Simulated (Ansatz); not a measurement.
# C₂H₅FSn: how energies converge with the basis set

One table from this session's results is given with a row withheld; the runs are named, their logs left out.

Program: Ansatz 0.2.0, Gaussian basis. Level of theory: one geometry, several basis sets. These are calculated values, not measurements.

Levels to be run: PBE0-D4/def2-SVP; ωB97M-V/def2-SVP; PBE0-D4/def2-QZVPP; ωB97M-V/def2-QZVPP; the functionals' def2-TZVPP values are taken from earlier runs.

### Structure used throughout

An earlier PBE0-D4 in a triple-zeta def2 set relaxation fixed the geometry. Sn takes the def2 core potential; no spin-orbit term is included.

SMILES `C=[C](F)[SnH3]`, 9 atoms, charge 0, spin multiplicity 1.

Atoms are counted from 1 here; the program's logs count them from 0.

Bond lengths: C1–C2 1.322 Å, C1–H5 1.082 Å, C1–H6 1.085 Å, C2–F3 1.351 Å, C2–Sn4 2.149 Å, Sn4–H7 1.701 Å, Sn4–H8 1.704 Å, Sn4–H9 1.704 Å. Angles: C2–C1–H5 120.0°, C2–C1–H6 121.5°, H5–C1–H6 118.5°, C1–C2–F3 119.0°, C1–C2–Sn4 126.8°, F3–C2–Sn4 114.2°, C2–Sn4–H7 108.0°, C2–Sn4–H8 109.0°, C2–Sn4–H9 109.0°, H7–Sn4–H8 110.7°, H7–Sn4–H9 110.7°, H8–Sn4–H9 109.4°.

Geometry (Å):

```xyz
9
charge 0, multiplicity 1
C     1.44562    0.74736   -0.51529
C     0.14316    0.53327   -0.58296
F    -0.58289    1.19567   -1.51056
Sn   -1.00885   -0.79419    0.65287
H     2.04282    0.22573    0.22095
H     1.94147    1.44105   -1.18642
H    -2.63331   -0.69803    0.15717
H    -0.41402   -2.38047    0.46623
H    -0.84551   -0.31668    2.28082
```

The first run:

The input, in.yaml:

```yaml
crystal:
  periodic: [false, false, false]
  atoms:
    - {symbol: C, position_ang: [1.445624, 0.747358, -0.515293]}
    - {symbol: C, position_ang: [0.143165, 0.533270, -0.582962]}
    - {symbol: F, position_ang: [-0.582889, 1.195667, -1.510562]}
    - {symbol: Sn, position_ang: [-1.008848, -0.794193, 0.652868]}
    - {symbol: H, position_ang: [2.042818, 0.225734, 0.220952]}
    - {symbol: H, position_ang: [1.941469, 1.441047, -1.186420]}
    - {symbol: H, position_ang: [-2.633306, -0.698033, 0.157171]}
    - {symbol: H, position_ang: [-0.414019, -2.380466, 0.466227]}
    - {symbol: H, position_ang: [-0.845514, -0.316683, 2.280820]}
basis:
  gaussian: {orbitals: def2-SVP}
hamiltonian: {xc: pbe0, dispersion: d4}
output: {orbitals: {seedname: orbitals}}
```

Among the steps run: PBE0-D4 in def2-SVP; ωB97M-V in def2-SVP; PBE0-D4 in def2-QZVPP; ωB97M-V in def2-QZVPP.

One table of the session follows, with a row left open; its other results are not shown here.

It belongs to the step «Density functionals: the series». 

```
functional       basis  HOMO (eV)  LUMO (eV)
   PBE0-D4    def2-SVP      -7.56      -0.10
   PBE0-D4  def2-TZVPP          ?          ?
   PBE0-D4  def2-QZVPP      -7.68      -0.37
   ωB97M-V    def2-SVP      -9.78       1.96
   ωB97M-V  def2-TZVPP      -9.90       1.51
   ωB97M-V  def2-QZVPP      -9.93       1.22
```

Q: Estimate the row for PBE0-D4, def2-TZVPP from the others.

The run gave: HOMO (eV): -7.66; LUMO (eV): -0.29. In the column «HOMO (eV)» it lies between PBE0-D4, def2-QZVPP (-7.68) and PBE0-D4, def2-SVP (-7.56).
